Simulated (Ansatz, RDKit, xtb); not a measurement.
**C7H8N+: which of the isomers drawn lies lowest?**

Which of a sample of isomers of C7H8N+ (charge +1) is the most stable in the gas at 298.15 K, and what are its properties? The sample is small against all isomers, and the most stable one of this formula need not be in it.

Plan: many cheap relaxations first (GFN2-xTB), then density-functional screening, relaxation at B3LYP-D3(BJ)/def2-SVP, vibrations (at GFN2-xTB) and a final energy. The numbers are computed, not measured.

### Step 1. Drawing up candidates

Isomers were taken from a list of plausible structures; this is a sample, not all of them. That gives 8 candidates.

```csv
label,SMILES,spin
c123,C#CCC#[N+]/C=C\C,singlet
c145,C#C[C@@H]1[N+]#CC[C@H]1C,singlet
c257,C=Cc1ccc[nH+]c1,singlet
c358,C#CCC(=C)[N+]#CC,singlet
c435,C#C/C=[N+](\C)CC#C,singlet
c525,C=Cc1cc[nH+]cc1,singlet
c588,C#C[C@H](C=C)[N+]#CC,singlet
c758,[CH2+]c1ccnc(C)c1,singlet
```

Candidates are built by distance geometry, with a force field where one applies, in up to four conformers (letters a to d).

Q: Predict the outcome of this search (final energies at CCSD(T)/def2-SVP + MP2/def2-TZVPP - MP2/def2-SVP).

| quantity | value |
| --- | --- |
| lowest structure found | C=Cc1cc[nH+]cc1, singlet |
| next finalist | C=Cc1ccc[nH+]c1, singlet, 2.2 kcal/mol higher in G |
| share at equilibrium, among the finalists | 97.7 % |

`C=Cc1cc[nH+]cc1` comes out lowest. The margin, 2.2 kcal/mol, is modest. GFN2-xTB, HF/STO-3G, r2SCAN-D4/def2-SVP, B3LYP-D3(BJ)/def2-SVP, HF/def2-SVP and MP2/def2-SVP already put its bonding pattern lowest among the structures in one piece. Lowest found is not proven lowest: the search is finite, and each finalist counts with one conformer. Only 8 drawn patterns were tried, so whole families of isomers are missing, and the result ranks this sample alone.
